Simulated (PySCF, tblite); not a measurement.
# C₄H₆BF: geometry, infrared bands, NMR shifts and spin-spin couplings

Wanted: the infrared bands, NMR shifts and spin-spin couplings of C₄H₆BF (`B[C@H]1C/C1=C\F`), by calculation.

The runs use tblite 0.8.0 and PySCF 2.14.0, with density-fitted response routines of our own; the level of theory stands in each step. All values are computed, except where a source is named. Atoms count from 0, in the outputs and in this text.

### Step 1. The molecule as given

12 atoms, charge 0, multiplicity 1; geometry from: force field or distance geometry start.

Bonds of the start (Å): B0–C1 1.59, C1–C2 1.44, C2–C3 1.52, C3–C4 1.33, C4–F5 1.35, C3–C1 1.53, B0–H6 1.17, B0–H7 1.19, C1–H8 1.10, C2–H9 1.11, C2–H10 1.11, C4–H11 1.09.

### Step 2. Geometry optimisation with GFN2-xTB

What the job is given:

```
{"job": {"kind": "relax", "xc": "GFN2-xTB", "basis": "xTB"}, "charge": 0, "multiplicity": 1}
B     -1.577100    -0.971500     0.008300
C     -0.695900     0.210100    -0.595600
C     -0.264800     1.216600     0.337300
C      0.741300     0.151500    -0.061500
C      1.945400    -0.415700     0.025800
F      2.898000     0.133600     0.807600
H     -1.312700    -2.091000    -0.228600
H     -2.568200    -0.711500     0.608700
H     -0.717900     0.455700    -1.664900
H     -0.021800     2.203600    -0.105600
H     -0.585700     1.129000     1.396600
H      2.160500    -1.311000    -0.553900
```

Started as:

```bash
> OMP_NUM_THREADS=1 python probes_run.py task.json out
```

One launch serves the whole session: the jobs run in the order shown.

**Question.** This job is followed by: GFN2-xTB harmonic vibrations, gas phase; GIAO PBE0/pcSseg-1 NMR shielding, non-relativistic, gas phase; B3LYP/pcJ-1 indirect spin-spin coupling, non-relativistic, gas phase. What will the session give for the following? strongest single infrared mode (GFN2-xTB); zero-point energy (GFN2-xTB); 13C shifts against TMS (PBE0/pcSseg-1); 1H shifts against TMS (PBE0/pcSseg-1, means over atoms taken as alike); 11B shifts against BF3·OEt2 (PBE0/pcSseg-1); 19F shifts against CFCl3 (PBE0/pcSseg-1); surface potential, 1st and 99th percentile; largest coupling of the table (B3LYP/pcJ-1).

The runs gave:

| quantity | value |
| --- | --- |
| strongest single infrared mode (GFN2-xTB) | 1310 cm⁻¹, 143 km/mol |
| zero-point energy (GFN2-xTB) | 54.4 kcal/mol |
| 13C shifts against TMS (PBE0/pcSseg-1) | 150.0, 115.0, 22.8, 18.4 ppm |
| 1H shifts against TMS (PBE0/pcSseg-1, means over atoms taken as alike) | 7.27, 7.26, 2.32, 2.10, 1.86 ppm |
| 11B shifts against BF3·OEt2 (PBE0/pcSseg-1) | 83.8 ppm |
| 19F shifts against CFCl3 (PBE0/pcSseg-1) | -127.2 ppm |
| surface potential, 1st and 99th percentile | -0.89 V and 1.28 V |
| largest coupling of the table (B3LYP/pcJ-1) | 1J(C,F) C4–F5, -327.6 Hz |

What this shows: The optimisation took 75 steps and gained 0.633 eV; among the close pairs (by a distance rule), C1–C2 changed most, from 1.438 to 1.541 Å. All 30 modes are real, so the xTB geometry is a minimum. The strongest single mode, at 1310 cm⁻¹, is spread over several atoms, C1, H8, C4, H11 among them. Unscaled tight-binding wavenumbers are off by several per cent, some by more. Its intensities can rank the bands wrongly. H11 (hydrogen on an alkene CH) lies farthest downfield among hydrogen, at 7.27 ppm; olefinic region. By nearest atom (PBE0/pcSseg-1), the HOMO sits on C3, C4 about 34 % each; F5 14 % and the LUMO on B0 50 %; H6, H7 about 14 % each. Of the pairs tabulated at B3LYP/pcJ-1, C4–F5 couples most strongly (-327.6 Hz; Fermi contact -324.7 Hz). Couplings across rotatable bonds belong to this one conformer; where others are populated, the observed values are averages.
